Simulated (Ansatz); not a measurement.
# ErP5: the cost of one run

Computed with Ansatz 0.2.0 (DFT PBE, scalar-relativistic, plane waves, PAW; 4f electrons in the core of a trivalent norm-conserving potential, unless a step's input says otherwise).

### 1 Starting point

The structure is hexagonal, space group P6/mmm (No. 191). Conventional cell: a = 4.366 Å, b = 4.366 Å, c = 9.222 Å, α = 90.00°, β = 90.00°, γ = 120.00°. Er (site symmetry 6/mmm) is surrounded by 8 P at 2.52 to 2.57 Å. P (site symmetry -6m2) is surrounded by 3 P at 2.52 Å and 3 Er at 2.52 Å. Around P (site symmetry 6mm) lie 1 P at 2.04 Å and 1 Er at 2.57 Å. Around P (site symmetry 6/mmm) lie 2 P at 2.04 Å.

Structure file:

```
Er P
1.0
     4.36554    0.00000    0.00000
    -2.18277    3.78067    0.00000
     0.00000    0.00000    9.22151
Er P
1 5
Direct
  0.00000 0.00000 0.50000
  0.33333 0.66667 0.50000
  0.66667 0.33333 0.50000
  0.00000 0.00000 0.77865
  0.00000 0.00000 0.22135
  0.00000 0.00000 0.00000
```

The cell is invented: random cell by space group and Wyckoff sites (P6/mmm, No. 191). Lengths come from tabulated atomic sizes and are only a guess.

### 2 A first look at the guess

Input file input.yaml:

```yaml
crystal:
  lattice:
    - [4.36553854, 0.0, 0.0]
    - [-2.18276927, 3.78066727, 0.0]
    - [0.0, 0.0, 9.22151367]
  atoms:
    - { symbol: Er, position: [0.0, 0.0, 0.5] }
    - { symbol: P, position: [0.33333333, 0.66666667, 0.5] }
    - { symbol: P, position: [0.66666667, 0.33333333, 0.5] }
    - { symbol: P, position: [0.0, 0.0, 0.77864853] }
    - { symbol: P, position: [0.0, 0.0, 0.22135147] }
    - { symbol: P, position: [0.0, 0.0, 0.0] }
basis:
  ecutwfc: 770
kpoints:
  mp_grid: { grid: [6, 6, 2] }
hamiltonian:
  xc: pbe
  pseudopotentials:
    kind: paw
    azcp: { Er: "pseudopotentials/pbe/nc/lanthanide_3plus/Er.nc.azcp" }
scf:
  occupations: { method: gaussian, width: 0.1 }
  lower_state_search: "off"
output:
  forces: true
  stress: true
  eigenvalues: true
```

Launch:

```bash
$ ansatz run input.yaml --threads 1 --pin off --max-ram 2560MiB --backend cpu --events-out ev --progress --plain --runs-dir out
```

What time and memory should one allow on 1 thread of Intel Xeon at 2.50GHz (Skylake/Cascade Lake), shared host?

About 17 s, with a peak of 0.51 GiB.
